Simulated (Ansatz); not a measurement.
GeCN2:

```
CELL_PARAMETERS angstrom
1.79379 1.03565 4.92196
-1.79379 1.03565 4.92196
0.00000 -2.07129 4.92196
ATOMIC_POSITIONS crystal
Ge 0.00000 0.00000 0.00000
N 0.58390 0.58390 0.58390
N 0.41610 0.41610 0.41610
C 0.50000 0.50000 0.50000
```

The cell comes from a database or a generator and needn't be the stable form of this composition.

Base run:

* Program: Ansatz 0.2.0
* Functional: HSE06
* Potentials or basis: Ansatz PAW
* Cutoff: 420 eV
* Density cutoff: 1680 eV
* k mesh: 6 × 6 × 6
* Occupations: fermi-dirac, width 0.05 eV
* Spin: no spin polarisation

Its results: band gap on the k mesh 1.68 eV, indirect (least direct gap 2.77 eV); largest force 0.961 eV/Å.

Q: After a change of settings the same cell gave: band gap on the k mesh 2.34 eV, indirect (least direct gap 3.43 eV); largest force 1.004 eV/Å. Which change was it?
A. functional from HSE06 to PBEsol; k mesh from 6 × 6 × 6 to 9 × 9 × 9
B. functional from HSE06 to r2SCAN; cutoff from 420 eV to 500 eV; density cutoff from 1680 eV to 2000 eV; k mesh from 6 × 6 × 6 to 9 × 9 × 9
C. functional from HSE06 to PBE0
D. functional from HSE06 to PBE; k mesh from 6 × 6 × 6 to 9 × 9 × 9

A: C.

Caveats: the PAW data sets come from PBE, with cores solved anew for the run's functional, which leaves a small shift of forces and pressure; forces of over 1 eV/Å show positions far from the minimum, so gaps and moduli don't describe the material at rest (some runs).

Not every run made on this cell is shown here.
